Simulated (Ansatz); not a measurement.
# C₃H₇BrSiZn: up Jacob's ladder to CCSD(T)

The task here is to estimate one member of a computed series from the others.

The runs use Ansatz 0.2.0, Gaussian basis; functionals in def2-TZVPP, the program's frozen cores in correlated methods.

The runs, in order: LDA (SPW92), PBE-D4, revPBE-D4, BLYP-D4, r2SCAN-D4, B97M-V, PBE0-D4, B3LYP-D4, r2SCANh-D4, r2SCAN0-D4, HSE06-D4, BHLYP-D4, CAM-B3LYP-D4, LC-ωPBE, ωB97X-V, ωB97M-V, B2PLYP, PBE-QIDH; CCSD(T)/def2-SVP; CCSD(T)/def2-TZVPP; MP2/def2-QZVPP; extrapolation to the limit; RPA on PBE.

### Structure used throughout

The geometry comes from an earlier relaxation with PBE0-D4 in a triple-zeta def2 set; it is a stationary point, not always the lowest conformer.

SMILES `[SiH3][C]1(Br)C[CH2][Zn]1`, 13 atoms, charge 0, spin multiplicity 1.

Atoms are counted from 1 here; the program's logs count them from 0.

Bond lengths: Si1–C2 1.853 Å, Si1–H7 1.491 Å, Si1–H8 1.492 Å, Si1–H9 1.484 Å, C2–Br3 1.979 Å, C2–C4 1.541 Å, C2–Zn6 2.041 Å, C4–C5 1.544 Å, C4–H10 1.098 Å, C4–H11 1.096 Å, C5–Zn6 2.015 Å, C5–H12 1.087 Å, C5–H13 1.089 Å. Angles: C2–Si1–H7 113.3°, C2–Si1–H8 107.6°, C2–Si1–H9 109.7°, H7–Si1–H8 108.3°, H7–Si1–H9 108.5°, H8–Si1–H9 109.3°, Si1–C2–Br3 109.0°, Si1–C2–C4 120.4°, Si1–C2–Zn6 132.4°, Br3–C2–C4 109.6°, Br3–C2–Zn6 100.8°, C4–C2–Zn6 80.9°, C2–C4–C5 113.5°, C2–C4–H10 109.5°, C2–C4–H11 106.6°, C5–C4–H10 110.4°, C5–C4–H11 108.8°, H10–C4–H11 107.8° and more.

The first run:

File in.yaml:

```yaml
crystal:
  periodic: [false, false, false]
  atoms:
    - {symbol: Si, position_ang: [0.156853, -2.038497, 0.614087]}
    - {symbol: C, position_ang: [0.179723, -0.185931, 0.581214]}
    - {symbol: Br, position_ang: [1.807920, 0.454025, 1.507226]}
    - {symbol: C, position_ang: [0.010259, 0.571192, -0.749654]}
    - {symbol: C, position_ang: [-0.567649, 1.993036, -0.579467]}
    - {symbol: Zn, position_ang: [-1.175611, 1.218171, 1.178924]}
    - {symbol: H, position_ang: [1.325263, -2.655887, -0.076983]}
    - {symbol: H, position_ang: [-1.087135, -2.486768, -0.077239]}
    - {symbol: H, position_ang: [0.134858, -2.514764, 2.019808]}
    - {symbol: H, position_ang: [0.973817, 0.610813, -1.274787]}
    - {symbol: H, position_ang: [-0.680863, -0.020340, -1.360578]}
    - {symbol: H, position_ang: [-1.267129, 2.293772, -1.355183]}
    - {symbol: H, position_ang: [0.189695, 2.761177, -0.427348]}
basis:
  gaussian: {orbitals: def2-TZVPP}
hamiltonian: {xc: lda}
output: {orbitals: {seedname: orbitals}}
```

Launch:

```console
ansatz run in.yaml --threads 2 --pin off --events-out ev --progress --plain --max-ram 22528MiB --backend cuda --devices 0, --max-vram 18GiB
```

Steps of the session up to this table: LDA; PBE-D4 (GGA); revPBE-D4 (GGA); BLYP-D4 (GGA); r2SCAN-D4 (meta-GGA); B97M-V (meta-GGA); B3LYP-D4 (hybrid); r2SCANh-D4 (hybrid); r2SCAN0-D4 (hybrid); HSE06-D4 (hybrid); BHLYP-D4 (hybrid); CAM-B3LYP-D4 (range-separated); LC-ωPBE (range-separated); ωB97X-V (range-separated); ωB97M-V (range-separated); B2PLYP (double hybrid); PBE-QIDH (double hybrid).

One table of the session follows, with a row left open; its other results are not shown here.

It belongs to the step «Frontier levels by functional». 

| functional | HOMO (eV) | LUMO (eV) | gap (eV) |
| --- | --- | --- | --- |
| LDA (SPW92) | -5.38 | -3.38 | 2.00 |
| PBE-D4 | -5.19 | -3.19 | 2.01 |
| revPBE-D4 | -5.12 | -3.11 | 2.02 |
| BLYP-D4 | -5.06 | -3.13 | 1.93 |
| r2SCAN-D4 | -5.39 | -3.09 | 2.30 |
| B97M-V | -5.47 | -3.29 | 2.18 |
| PBE0-D4 | -6.22 | -2.50 | 3.72 |
| B3LYP-D4 | -6.05 | -2.75 | 3.29 |
| r2SCANh-D4 | -5.78 | -2.82 | 2.95 |
| r2SCAN0-D4 | -6.36 | -2.44 | 3.92 |
| HSE06-D4 | -5.83 | -2.86 | 2.97 |
| BHLYP-D4 | -7.15 | -1.85 | 5.30 |
| CAM-B3LYP-D4 | -7.48 | -1.68 | 5.79 |
| LC-ωPBE | -8.72 | -0.64 | 8.08 |
| ωB97X-V | -8.41 | -0.73 | 7.68 |
| ωB97M-V | ? | ? | ? |

Q: Estimate the row for ωB97M-V from the others.

As computed: HOMO (eV): -8.32; LUMO (eV): -0.88; gap (eV): 7.45. In the column «HOMO (eV)» it lies between ωB97X-V (-8.41) and CAM-B3LYP-D4 (-7.48).
